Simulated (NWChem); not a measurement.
**the pair SiO···BNH4, step by step**

We compute the energy (singlet BSiNH4O, M06-2X-D3(0)/6-31G*), then the energy (singlet SiO, M06-2X-D3(0)/6-31G*), then a single-point energy (singlet BNH4, M06-2X-D3(0)/6-31G*), then a single-point energy (singlet SiO, M06-2X-D3(0)/6-31G*), then a single-point energy (singlet BNH4, M06-2X-D3(0)/6-31G*) of BH4NOSi and its partners. 

The results are computed with NWChem 7.3.0.

## (1) Starting point

The species is BSiNH4O (8 atoms), meant as a singlet with charge 0. The two molecules were placed rigidly side by side, at 0.8 times their contact distance; the pair isn't optimised.

Bond lengths: O1–Si2 1.509 Å, B3–N4 1.385 Å, B3–H5 1.197 Å, B3–H6 1.197 Å, N4–H7 1.006 Å, N4–H8 1.006 Å. Angles: B3–N4–H7 123.2°, B3–N4–H8 123.2°, N4–B3–H5 119.0°, N4–B3–H6 119.0°, H7–N4–H8 113.5°, H5–B3–H6 122.0°.

## (2) The energy at M06-2X-D3(0)/6-31G(d) (spherical functions) (run 1)

Input file bh4nosi.nw:

```
start bh4nosi
title "BH4NOSi"
memory 2200 mb
charge 0

geometry units au noautosym nocenter noautoz
   O  -1.21074753  0.43747160 -0.61227126
   Si  1.21074753 -0.43747160  0.61227126
   B   2.64990625  5.61677627  2.26585721
   N   5.14196368  5.86644688  1.50647077
   H   1.18234494  4.58247247  0.88975865
   H   2.02850761  6.44192518  4.27832105
   H   6.47393714  6.71296860  2.56590793
   H   5.79395699  5.21861097 -0.15716852
end

basis spherical bse
   O library 6-31G*
   Si library 6-31G*
   B library 6-31G*
   N library 6-31G*
   H library 6-31G*
end

dft
   xc m06-2x
   disp vdw 3
   grid fine
   convergence energy 1e-08
   maxiter 100
   mulliken
   noprint "final vectors analysis"
end

task dft energy
```

Command:

```console
$ nwchem bh4nosi.nw > bh4nosi.out
```

Log:

```text
[...]
          Wavefunction type:  closed shell.
          No. of atoms     :     8
          No. of electrons :    38
[...]
          Charge           :     0
          Spin multiplicity:     1
[...]
          AO basis - number of functions:    68
[...]
              XC Information
              --------------
                       M06-2X Method XC Functional
                     Hartree-Fock (Exact) Exchange  0.540
                        M06-2X Exchange Functional  1.000
                      M06-2X Correlation Potential  1.000
[...]
 d= 0,ls=0.0,diis     1   -446.4569928042 -5.66D+02  2.93D-02  1.30D+00     1.5
[...]
 d= 0,ls=0.0,diis     9   -446.6349572793 -7.02D-09  1.57D-06  1.42D-08    10.1
         Total DFT energy =     -446.634957279273
      One electron energy =     -853.490141470563
           Coulomb energy =      328.742589841093
    Exchange-Corr. energy =      -41.887468789984
 Nuclear repulsion energy =      120.000141167653
    Dispersion correction =       -0.000078027473
[...]
      Total Density - Mulliken Population Analysis
     ---------------------------------------------
    Atom       Charge   Shell Charges
 -----------   ------   -------------------------------------------------------
    1 O    8     8.52   2.00  0.93  2.79  0.94  1.84  0.02
    2 Si  14    13.50   2.00  2.00  5.97  1.20  1.24  0.64  0.31  0.16
    3 B    5     4.92   2.00  0.55  1.45  0.41  0.45  0.06
    4 N    7     7.74   2.00  0.76  2.54  0.79  1.63  0.02
    5 H    1     1.00   0.52  0.48
    6 H    1     1.02   0.52  0.51
    7 H    1     0.65   0.50  0.15
    8 H    1     0.65   0.50  0.15
[...]
```

It took 11 s on 1 thread of AMD EPYC 7R43 (Zen 3), shared host; peak memory 0.12 GiB.

## (3) SiO: a single-point energy at M06-2X-D3(0)/6-31G(d) (spherical functions) (run 2)

Input file mol.nw:

```
start mol
title "OSi energy"
memory total 2200 mb
charge 0

geometry units angstrom noautosym nocenter noautoz
O       -0.640700       0.231500      -0.324000
Si       0.640700      -0.231500       0.324000
end

basis spherical bse
O library 6-31G*
Si library 6-31G*
end

dft
xc m06-2x
disp vdw 3
grid fine
convergence energy 1e-08
maxiter 100
mulliken
print low
end

task dft energy
```

Command:

```console
$ nwchem mol.nw > mol.out
```

Log:

```text
[...]
 d= 0,ls=0.0,diis     1   -364.4978376713 -4.04D+02  5.95D-02  1.10D+00     0.4
[...]
 d= 0,ls=0.0,diis     9   -364.6468458167 -5.23D-10  1.60D-06  1.15D-08     2.0
         Total DFT energy =     -364.646845816744
      One electron energy =     -583.166749665197
           Coulomb energy =      208.665286232485
    Exchange-Corr. energy =      -29.428717578899
 Nuclear repulsion energy =       39.283335196622
    Dispersion correction =       -0.000000001755
[...]
      Total Density - Mulliken Population Analysis
     ---------------------------------------------
    Atom       Charge   Shell Charges
 -----------   ------   -------------------------------------------------------
    1 O    8     8.51   2.00  0.93  2.79  0.94  1.84  0.02
    2 Si  14    13.49   2.00  2.00  5.97  1.20  1.23  0.64  0.29  0.16
[...]
```

Wall time 2.6 s (1 thread of AMD EPYC 7R43 (Zen 3), shared host); peak memory 0.11 GiB.

## (4) BNH4: the energy at M06-2X-D3(0)/6-31G(d) (spherical functions) (run 3)

Input file nw.nw:

```
echo
start nw
memory total 2200 mb
charge 0

geometry units angstrom noautosym nocenter noautoz
 B     1.402270    2.972270    1.199040
 N     2.721010    3.104390    0.797190
 H     0.625670    2.424940    0.470840
 H     1.073440    3.408920    2.263990
 H     3.425860    3.552350    1.357820
 H     3.066030    2.761570   -0.083170
end

basis spherical bse
 * library 6-31G*
end

dft
 xc m06-2x
 disp vdw 3
 grid fine
 convergence energy 1e-08
 maxiter 100
 mulliken
 print low
end

task dft energy
```

Command:

```console
$ nwchem nw.nw > nw.out
```

Log:

```text
[...]
 d= 0,ls=0.0,diis     1    -81.9609928409 -1.14D+02  1.04D-02  1.86D-01     0.5
[...]
 d= 0,ls=0.0,diis     8    -81.9878948576 -5.76D-10  2.52D-07  1.00D-10     3.1
         Total DFT energy =      -81.987894857644
      One electron energy =     -173.490129993126
           Coulomb energy =       71.637303714501
    Exchange-Corr. energy =      -12.451129679221
 Nuclear repulsion energy =       32.316066749788
    Dispersion correction =       -0.000005649586
[...]
      Total Density - Mulliken Population Analysis
     ---------------------------------------------
    Atom       Charge   Shell Charges
 -----------   ------   -------------------------------------------------------
    1 B    5     4.88   2.00  0.55  1.45  0.39  0.43  0.06
    2 N    7     7.74   2.00  0.76  2.54  0.79  1.63  0.02
    3 H    1     1.04   0.52  0.52
    4 H    1     1.04   0.52  0.52
    5 H    1     0.65   0.50  0.15
    6 H    1     0.65   0.50  0.15
[...]
```

It took 3.9 s on 1 thread of AMD EPYC 7R43 (Zen 3), shared host; peak memory 0.12 GiB.

## (5) SiO among ghost functions: a single-point energy at M06-2X-D3(0)/6-31G(d) (spherical functions, with ghost functions) (run 4)

Input file osi.nw:

```
start osi
title "OSi"
memory stack 880 mb heap 220 mb global 1100 mb
charge 0
geometry units angstroms noautosym nocenter noautoz
O     -0.640700     0.231500    -0.324000
Si     0.640700    -0.231500     0.324000
bqB      1.402270     2.972270     1.199040
bqN      2.721010     3.104390     0.797190
bqH      0.625670     2.424940     0.470840
bqH      1.073440     3.408920     2.263990
bqH      3.425860     3.552350     1.357820
bqH      3.066030     2.761570    -0.083170
end
basis spherical bse
O library 6-31G*
Si library 6-31G*
bqB library B 6-31G*
bqN library N 6-31G*
bqH library H 6-31G*
end
dft
xc m06-2x
disp vdw 3
grid fine
convergence energy 1e-08
maxiter 100
mulliken
print low
end
task dft energy
```

Command:

```console
$ nwchem osi.nw > osi.out
```

Log:

```text
[...]
 d= 0,ls=0.0,diis     1   -364.4991031427 -4.04D+02  2.80D-02  1.09D+00     1.4
[...]
 d= 0,ls=0.0,diis     9   -364.6477370677 -4.51D-10  8.35D-07  1.33D-08     9.5
         Total DFT energy =     -364.647737067692
      One electron energy =     -583.155573291848
           Coulomb energy =      208.651655315875
    Exchange-Corr. energy =      -29.427154286587
 Nuclear repulsion energy =       39.283335196622
    Dispersion correction =       -0.000000001755
[...]
      Total Density - Mulliken Population Analysis
     ---------------------------------------------
    Atom       Charge   Shell Charges
 -----------   ------   -------------------------------------------------------
    1 O    8     8.51   2.00  0.93  2.79  0.94  1.84  0.02
    2 Si  14    13.47   2.00  2.00  5.97  1.20  1.24  0.63  0.28  0.16
    3 X    0    -0.01   0.00  0.00 -0.00 -0.01 -0.01 -0.00
    4 X    0     0.00  -0.00 -0.00 -0.00  0.00  0.00 -0.00
    5 X    0     0.02  -0.00  0.02
    6 X    0    -0.00   0.00 -0.00
    7 X    0     0.00   0.00  0.00
    8 X    0     0.00  -0.00  0.00
[...]
```

Wall time 10 s (1 thread of AMD EPYC 7R43 (Zen 3), shared host); peak memory 0.12 GiB.

## (6) BNH4 among ghost functions: the energy at M06-2X-D3(0)/6-31G(d) (spherical functions, with ghost functions) (run 5)

Input file mymol.nw:

```
start mymol
memory 2200 mb

geometry units angstroms noautosym nocenter noautoz
 B      1.402270     2.972270     1.199040
 N      2.721010     3.104390     0.797190
 H      0.625670     2.424940     0.470840
 H      1.073440     3.408920     2.263990
 H      3.425860     3.552350     1.357820
 H      3.066030     2.761570    -0.083170
 bqO     -0.640700     0.231500    -0.324000
 bqSi     0.640700    -0.231500     0.324000
end

basis spherical bse
 B library 6-31G*
 N library 6-31G*
 H library 6-31G*
 bqO library O 6-31G*
 bqSi library Si 6-31G*
end

dft
 xc m06-2x
 mult 1
 disp vdw 3
 grid fine
 convergence energy 1e-08
 maxiter 100
 mulliken
 noprint "final vectors analysis"
end

task dft energy
```

Command:

```console
$ nwchem mymol.nw > mymol.out
```

Log:

```text
[...]
          Wavefunction type:  closed shell.
          No. of atoms     :     8
          No. of electrons :    16
[...]
          Charge           :     0
          Spin multiplicity:     1
[...]
          AO basis - number of functions:    68
[...]
              XC Information
              --------------
                       M06-2X Method XC Functional
                     Hartree-Fock (Exact) Exchange  0.540
                        M06-2X Exchange Functional  1.000
                      M06-2X Correlation Potential  1.000
[...]
 d= 0,ls=0.0,diis     1    -81.9616777189 -1.14D+02  5.53D-03  1.87D-01     1.3
[...]
 d= 0,ls=0.0,diis     8    -81.9885736478 -5.88D-10  1.38D-07  1.14D-10     8.5
         Total DFT energy =      -81.988573647830
      One electron energy =     -173.474251488387
           Coulomb energy =       71.618101866006
    Exchange-Corr. energy =      -12.448485125651
 Nuclear repulsion energy =       32.316066749788
    Dispersion correction =       -0.000005649586
[...]
      Total Density - Mulliken Population Analysis
     ---------------------------------------------
    Atom       Charge   Shell Charges
 -----------   ------   -------------------------------------------------------
    1 B    5     4.87   2.00  0.55  1.45  0.38  0.42  0.06
    2 N    7     7.75   2.00  0.76  2.54  0.80  1.63  0.02
    3 H    1     1.02   0.52  0.50
    4 H    1     1.04   0.52  0.52
    5 H    1     0.65   0.50  0.15
    6 H    1     0.65   0.50  0.15
    7 X    0    -0.00   0.00  0.00  0.00 -0.00 -0.00 -0.00
    8 X    0     0.02  -0.00 -0.00  0.00 -0.00 -0.00  0.01  0.01 -0.00
[...]
```

Wall time 9.3 s (1 thread of AMD EPYC 7R43 (Zen 3), shared host); peak memory 0.12 GiB.

## (7) Outcome

| quantity | value |
| --- | --- |
| run 1, M06-2X-D3(0)/6-31G*: total energy | -446.63496 Eh |
| run 1, M06-2X-D3(0)/6-31G*: dipole moment | 4.45 D |
| run 1, M06-2X-D3(0)/6-31G*: dispersion energy | -0.20 kJ/mol |
| SiO: total energy | -364.64685 Eh |
| SiO: dispersion energy | 0.00 kJ/mol |
| BNH4: total energy | -81.98789 Eh |
| BNH4: dispersion energy | -0.01 kJ/mol |
| SiO among ghost functions: total energy | -364.64774 Eh |
| SiO among ghost functions: dispersion energy | 0.00 kJ/mol |
| BNH4 among ghost functions: total energy | -81.98857 Eh |
| BNH4 among ghost functions: dipole moment | 2.08 D |
| BNH4 among ghost functions: dispersion energy | -0.01 kJ/mol |
| interaction energy of the rigid parts SiO and BNH4 (parts in their own basis; closest atoms 2.65 Å apart) | -0.006 eV |
| interaction energy of the rigid parts SiO and BNH4 (parts in the whole basis, counterpoise; closest atoms 2.65 Å apart) | 0.037 eV |

What this shows: The interaction energy of the rigid parts SiO and BNH4 (parts in their own basis; closest atoms 2.65 Å apart) is −0.01 eV (−0.1 kcal/mol). Without counterpoise this holds the superposition error of the basis. The interaction energy of the rigid parts SiO and BNH4 (parts in the whole basis, counterpoise; closest atoms 2.65 Å apart) is 0.04 eV (3.6 kJ/mol): the parts repel at this shape. The basis-set superposition error is 4.1 kJ/mol. It is larger than the uncorrected attraction, which is thus an artefact of the basis. Mulliken charges (run 1, M06-2X-D3(0)/6-31G*) run from -0.74 on N4 to +0.50 on Si2.
